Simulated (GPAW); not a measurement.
Crystal: MgB.

```
Mg B
1.0
     2.89515    0.00000    0.00000
     0.00000    2.89515    0.00000
     0.00000    0.00000    2.89515
Mg B
1 1
Direct
  0.00000 0.00000 0.00000
  0.50000 0.50000 0.50000
```

The cell was built by a generator and needn't be a form met in nature.

```yaml
Program: GPAW 26.7.0
Task: relaxation of cell and atoms
Functional: BLYP
Potentials_or_basis: PAW data sets generated in the run's folder for this functional
Cutoff: 800 eV
Basis: pw
k_mesh: 9 × 9 × 9
Occupations: fermi-dirac, width 0.05 eV
Spin: no spin polarisation
```

At the start: pressure 2.3 GPa; volume 12.13 Å³/atom.

Question: Where does the relaxation end?

Answer: Over 3 steps the energy falls by 3.0 meV/atom and the volume is 12.48 Å³/atom (+2.9 %); space group Pm-3m (No. 221, to 0.05 Å).

Step by step:
```tsv
step	energy change (eV)	largest force (eV/Å)	pressure (GPa)	volume (Å³)
1	0.0000	0.0000	2.34	24.27
2	-0.0014	0.0000	2.02	24.36
3	-0.0060	0.0000	0.03	24.97
```

Final structure:
```yaml
crystal:
  lattice:
    - [2.92269, 0.00000, 0.00000]
    - [0.00000, 2.92269, 0.00000]
    - [0.00000, 0.00000, 2.92269]
  atoms:
    - { symbol: Mg, position: [0.00000, 0.00000, 0.00000] }
    - { symbol: B, position: [0.50000, 0.50000, 0.50000] }
```

Caveat: later steps reuse the first step's grids.
